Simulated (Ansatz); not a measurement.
**CH2SSe (SMILES C1S[Se]1): one structure at several levels**

An exercise on one series of results from a longer session: the logs are not shown, and one member is left open.

Method: single points in def2-TZVPP; program: Ansatz 0.2.0, Gaussian basis.

Correlated methods freeze the cores. Filled d shells of the heavier atoms are correlated.

## The system as given

SMILES `C1S[Se]1`, 5 atoms, charge 0, spin multiplicity 1.

Atoms are counted from 1 here; the program's logs count them from 0.

Bond lengths: C1–S2 1.792 Å, C1–Se3 1.934 Å, C1–H4 1.134 Å, C1–H5 1.138 Å, S2–Se3 2.243 Å. Angles: S2–C1–Se3 73.9°, S2–C1–H4 118.6°, S2–C1–H5 114.6°, Se3–C1–H4 118.9°, Se3–C1–H5 117.1°, H4–C1–H5 109.9°, C1–S2–Se3 56.0°, C1–Se3–S2 50.1°.

As a file:

```xyz
5
CH2SSe
C    -0.12980    0.27700   -0.18100
S    -0.36380   -0.52930    1.40220
Se    1.02380   -1.27580   -0.19360
H    -1.00210    0.31780   -0.90440
H     0.37360    1.29580   -0.12350
```

The first run:

Contents of run/in.yaml:

```yaml
crystal:
  periodic: [false, false, false]
  atoms:
    - {symbol: C, position_ang: [-0.129800, 0.277000, -0.181000]}
    - {symbol: S, position_ang: [-0.363800, -0.529300, 1.402200]}
    - {symbol: Se, position_ang: [1.023800, -1.275800, -0.193600]}
    - {symbol: H, position_ang: [-1.002100, 0.317800, -0.904400]}
    - {symbol: H, position_ang: [0.373600, 1.295800, -0.123500]}
basis:
  gaussian: {orbitals: def2-TZVPP}
correlation: {method: ccsd_t}
output: {forces: true}
```

No record of the launch command was kept for these runs.

Among the steps run: CCSD(T)/def2-TZVPP; PBE0-D4/def2-TZVPP; wB97M-V/def2-TZVPP; r2SCAN-D4/def2-TZVPP; PBE-D4/def2-TZVPP; LC-wPBE/def2-TZVPP; CAM-B3LYP-D4/def2-TZVPP.

One of the session's tables, all rows but one given; the rest of the session is left out.

| method | RMS force component (eV/Å) | angle to CCSD(T) forces (°) | dipole (D) |
| --- | --- | --- | --- |
| CCSD(T) | 0.850 | reference | 1.45 |
| PBE0-D4 | 0.799 | 15.8 | 1.52 |
| wB97M-V | ? | ? | ? |
| r2SCAN-D4 | 0.795 | 8.3 | 1.54 |
| PBE-D4 | 0.718 | 5.0 | 1.45 |
| LC-wPBE | 0.879 | 33.0 | 1.55 |
| CAM-B3LYP-D4 | 0.832 | 12.7 | 1.51 |

**Question.** Estimate the row for wB97M-V.

The run gave: RMS force component (eV/Å): 0.837; angle to CCSD(T) forces (°): 13.1; dipole (D): 1.46. In the column «RMS force component (eV/Å)» it lies between CAM-B3LYP-D4 (0.832) and CCSD(T) (0.850).
